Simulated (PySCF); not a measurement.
**Ir(62+), Ir(63+), Ir(64+): ionisation energies in even-tempered 17s12p4d4f**

Aim: the ionisation energy of iridium from differences of total energies, at each level of theory, and how far each lands from the tabulated value where there is one.

Program: PySCF 2.14.0. Level of theory: unrestricted determinants in a Gaussian basis, no spin-orbit coupling in the energies. These are calculated values, not measurements, unless marked.

## 1. Starting point

* Element: iridium (Z = 77)
* Basis: an uncontracted even-tempered set (17 s from 18 bohr⁻², ratio 2.5; 12 p from 23 bohr⁻², ratio 2.5; 4 d from 89 bohr⁻², ratio 2.7; 4 f from 130 bohr⁻², ratio 2.7)
* Hamiltonian: the spin-free X2C one-electron Hamiltonian (Gaussian nucleus)
* State 1: Ir(62+): [Ne] 3s2 3p3, high-spin 4S determinant
* State 2: Ir(63+): [Ne] 3s2 3p2, high-spin 3P determinant
* State 3: Ir(64+): [Ne] 3s2 3p1, 2P determinant
* Needed too, but not shown: Ir(65+) [Ne] 3s2 (1S)
* Methods: CCSD(T)
* Core shells frozen in the correlated runs: outer shells: 1s2 (for Ir(62+))

The outer shells:

Ir62+ [Ne] 3s2 3p3
```
[Ne] core
3s [↑↓]
3p [↑ ][↑ ][↑ ]
```

Ir63+ [Ne] 3s2 3p2
```
[Ne] core
3s [↑↓]
3p [↑ ][↑ ][  ]
```

Ir64+ [Ne] 3s2 3p1
```
[Ne] core
3s [↑↓]
3p [↑ ][  ][  ]
```

The runs were made by one driver on top of PySCF. The scripts below sum up each run's settings (the driver also hands on starting orbitals that pick excited configurations, and frozen orbitals as a list rather than a count), and the logs come from the driver's own runs. The driver starts from symmetry-adapted Hartree-Fock orbitals, holds the occupation by maximum overlap and uses a logarithmic radial grid for functionals, so a plain start would take other cycles.

The integrals over 101 functions and the set-up took 0.2 s of CPU time.

## 2. Ir(62+): CCSD(T) (outer shells)

Level: CCSD(T) (outer shells).

The input, input.py:

```python
from pyscf import gto, scf, dft, mp, cc
mol = gto.M(atom="Ir 0 0 0", charge=62, spin=3, symmetry="D2h",
            basis=gto.etbs([(0, 17, 18, 2.5), (1, 12, 23, 2.5), (2, 4, 89, 2.7), (3, 4, 130, 2.7)]),
            nucmod="G")
mf = scf.UHF(mol).sfx2c1e()
mf.irrep_nelec = {'Ag': (3, 3), 'B1u': (2, 1), 'B2u': (2, 1), 'B3u': (2, 1)}
mf.kernel()
mycc = cc.CCSD(mf, frozen=1).run()
mycc.ccsd_t()
```

## 3. Ir(63+), at CCSD(T) (outer shells)

Level: CCSD(T) (outer shells).

The input, input.py:

```python
from pyscf import gto, scf, dft, mp, cc
mol = gto.M(atom="Ir 0 0 0", charge=63, spin=2, symmetry="D2h",
            basis=gto.etbs([(0, 17, 18, 2.5), (1, 12, 23, 2.5), (2, 4, 89, 2.7), (3, 4, 130, 2.7)]),
            nucmod="G")
mf = scf.UHF(mol).sfx2c1e()
mf.irrep_nelec = {'Ag': (3, 3), 'B1u': (2, 1), 'B2u': (2, 1), 'B3u': (1, 1)}
mf.kernel()
mycc = cc.CCSD(mf, frozen=1).run()
mycc.ccsd_t()
```

## 4. Ir(64+), at CCSD(T) (outer shells)

Level: CCSD(T) (outer shells).

The input, input.py:

```python
from pyscf import gto, scf, dft, mp, cc
mol = gto.M(atom="Ir 0 0 0", charge=64, spin=1, symmetry="D2h",
            basis=gto.etbs([(0, 17, 18, 2.5), (1, 12, 23, 2.5), (2, 4, 89, 2.7), (3, 4, 130, 2.7)]),
            nucmod="G")
mf = scf.UHF(mol).sfx2c1e()
mf.irrep_nelec = {'Ag': (3, 3), 'B1u': (1, 1), 'B2u': (2, 1), 'B3u': (1, 1)}
mf.kernel()
mycc = cc.CCSD(mf, frozen=1).run()
mycc.ccsd_t()
```

**Question.** What will these runs give?

The runs gave:

| quantity | value |
| --- | --- |
| ionisation energy, Ir(62+) | UHF 6864.8, CCSD(T) (outer shells) 6865.4 eV; reference 6708 ± 15 |
| ionisation energy, Ir(63+) | UHF 6991.5, CCSD(T) (outer shells) 6992.2 eV; reference 7274 ± 19 |
| ionisation energy, Ir(64+) | UHF 7119.1, CCSD(T) (outer shells) 7119.9 eV; reference 7421 ± 24 |

Each level's miss (mean over 3 differences):

| method | mean absolute miss against CCSD(T) (outer shells) (eV) |
| --- | --- |
| UHF | 0.670 |
| MP2 (outer shells) | 0.039 |
| SCS-MP2 (outer shells) | 0.190 |
| CCSD (outer shells) | 0.001 |
| CCSD(T) (outer shells) | 0.000 |

What this shows: For the first difference the methods span 0.680 eV, from UHF (6864.8) to MP2 (outer shells) (6865.5). The reference is uncertain or not like for like (spin-orbit coupling or other relativistic terms), so no ranking of close methods is drawn. All values hold for this basis alone; no basis-set limit was taken.
